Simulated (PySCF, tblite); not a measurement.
# C7H10FP: geometry, infrared bands and NMR shifts

Wanted: the infrared bands and NMR shifts of C7H10FP (`C=CP=C=C(F)C(C)C`), by calculation.

The runs use tblite 0.8.0 and PySCF 2.14.0, with density-fitted response routines of our own; the level of theory stands in each step. All values are computed, except where a source is named. Atoms are numbered from 0 throughout.

## (1) The starting structure

19 atoms, charge 0, multiplicity 1; geometry from: force field or distance geometry start.

Bonds of the start (Å): C0–C1 1.36, C1–P2 1.87, P2–C3 1.68, C3–C4 1.30, C4–F5 1.35, C4–C6 1.48, C6–C7 1.51, C6–C8 1.52, C0–H9 1.07, C0–H10 1.08, C1–H11 1.09, C6–H12 1.12, C7–H13 1.11, C7–H14 1.11, C7–H15 1.13, C8–H16 1.11, C8–H17 1.10, C8–H18 1.10.

## (2) Relaxing the molecule with GFN2-xTB

Job settings and geometry (Å):

```
{"job": {"kind": "relax", "xc": "GFN2-xTB", "basis": "xTB"}, "charge": 0, "multiplicity": 1}
C      4.480000    -0.326300    -0.520100
C      3.182600    -0.722400    -0.515100
P      2.196400    -0.571800     1.062300
C      0.725800     0.181100     0.748000
C     -0.411200     0.753700     0.505400
F     -0.470300     2.090500     0.660400
C     -1.517400    -0.106500     0.033700
C     -1.993800     0.299700    -1.335300
C     -2.648500    -0.060300     1.047000
H      4.853700     0.077300     0.402000
H      5.043500    -0.422500    -1.439800
H      2.716900    -1.151100    -1.399200
H     -1.208300    -1.184100    -0.041400
H     -2.116700    -0.559700    -2.021600
H     -1.248400     1.007400    -1.761500
H     -2.945300     0.908900    -1.253900
H     -2.667200    -1.050400     1.540400
H     -2.376600     0.724800     1.764100
H     -3.605000     0.121000     0.532500
```

The run is started by

```console
$ OMP_NUM_THREADS=1 python probes_run.py task.json out
```

The driver reads the jobs from task.json and runs them one after another.

**Question.** This job is followed by: GFN2-xTB harmonic vibrations, gas phase; GIAO PBE0/pcSseg-1 NMR shielding, non-relativistic, gas phase. Predict these results of the whole session: strongest single infrared mode (GFN2-xTB); zero-point energy (GFN2-xTB); 13C shifts against TMS (PBE0/pcSseg-1, means over atoms taken as alike); 1H shifts against TMS (PBE0/pcSseg-1, means over atoms taken as alike); 31P shifts against H3PO4 (PBE0/pcSseg-1); 19F shifts against CFCl3 (PBE0/pcSseg-1).

As calculated:

| quantity | value |
| --- | --- |
| strongest single infrared mode (GFN2-xTB) | 1018 cm⁻¹, 117 km/mol |
| zero-point energy (GFN2-xTB) | 92.8 kcal/mol |
| 13C shifts against TMS (PBE0/pcSseg-1, means over atoms taken as alike) | 259.5, 170.0, 156.5, 138.7, 40.0, 21.9 ppm |
| 1H shifts against TMS (PBE0/pcSseg-1, means over atoms taken as alike) | 7.22, 6.35, 6.28, 2.61, 1.35 ppm |
| 31P shifts against H3PO4 (PBE0/pcSseg-1) | 137.9 ppm |
| 19F shifts against CFCl3 (PBE0/pcSseg-1) | -144.3 ppm |

What this shows: The optimisation took 141 steps and gained 0.961 eV; among the close pairs (by a distance rule), C7–H15 changed most, from 1.133 to 1.088 Å. No mode is imaginary among the 51: a minimum at this level. The strongest single mode, at 1018 cm⁻¹, is spread over many atoms; the largest shares are those of C4, F5. Unscaled tight-binding wavenumbers are off by several per cent, some by more. Its intensities can rank the bands wrongly. The most deshielded hydrogen is H11 (hydrogen on an alkene CH), at 7.22 ppm: attached to an sp2 carbon and in the plane of the double bond. At PBE0/pcSseg-1: The largest span, 492 ppm, is at P2, where the paramagnetic term is -790 ppm.
